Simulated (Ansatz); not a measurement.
# ClFH2NSTa: basis-set convergence

One table from this session's results is given with a row withheld; the runs are named, their logs left out.

Computed with Ansatz 0.2.0, Gaussian basis. Level: one geometry, several basis sets.

Levels to be run: PBE0-D4/def2-SVP; ωB97M-V/def2-SVP; PBE0-D4/def2-QZVPP; ωB97M-V/def2-QZVPP; the functionals' def2-TZVPP values are taken from earlier runs.

**The geometry**

An earlier PBE0-D4 in a triple-zeta def2 set relaxation fixed the geometry. Ta takes the def2 core potential; no spin-orbit term is included.

7 atoms, charge 0, spin multiplicity 1.

Atoms are counted from 1 here; the program's logs count them from 0.

Bond lengths: N1–Ta2 1.945 Å, N1–H6 1.009 Å, N1–H7 1.012 Å, Ta2–F3 1.870 Å, Ta2–S4 2.151 Å, Ta2–Cl5 2.296 Å. Angles: Ta2–N1–H6 126.3°, Ta2–N1–H7 122.8°, H6–N1–H7 110.9°, N1–Ta2–F3 109.5°, N1–Ta2–S4 105.0°, N1–Ta2–Cl5 109.7°, F3–Ta2–S4 111.3°, F3–Ta2–Cl5 109.9°, S4–Ta2–Cl5 111.3°.

The first run:

Contents of in.yaml:

```yaml
crystal:
  periodic: [false, false, false]
  atoms:
    - {symbol: N, position_ang: [-1.180439, 0.251740, 0.159002]}
    - {symbol: Ta, position_ang: [0.681034, -0.231758, -0.133908]}
    - {symbol: F, position_ang: [0.769672, -1.722422, -1.259238]}
    - {symbol: S, position_ang: [1.455192, -0.682278, 1.821782]}
    - {symbol: Cl, position_ang: [1.799624, 1.533171, -1.085536]}
    - {symbol: H, position_ang: [-1.651777, 0.299849, 1.049604]}
    - {symbol: H, position_ang: [-1.812107, 0.483698, -0.597306]}
basis:
  gaussian: {orbitals: def2-SVP}
hamiltonian: {xc: pbe0, dispersion: d4}
output: {orbitals: {seedname: orbitals}}
```

Command:

```bash
ansatz run in.yaml --threads 4 --pin off --events-out ev --progress --plain --max-ram 10444MiB
```

Among the steps run: PBE0-D4 in def2-SVP; ωB97M-V in def2-SVP; PBE0-D4 in def2-QZVPP; ωB97M-V in def2-QZVPP.

One table of the session follows, with a row left open; its other results are not shown here.

It belongs to the step «Density functionals: the series». 

| functional | basis | HOMO (eV) | LUMO (eV) |
| --- | --- | --- | --- |
| PBE0-D4 | def2-SVP | ? | ? |
| PBE0-D4 | def2-TZVPP | -7.86 | -2.09 |
| PBE0-D4 | def2-QZVPP | -7.89 | -2.13 |
| ωB97M-V | def2-SVP | -9.94 | 0.03 |
| ωB97M-V | def2-TZVPP | -9.94 | 0.01 |
| ωB97M-V | def2-QZVPP | -9.98 | -0.07 |

**Question.** Estimate the row for PBE0-D4, def2-SVP.

As computed: HOMO (eV): -7.89; LUMO (eV): -2.10.
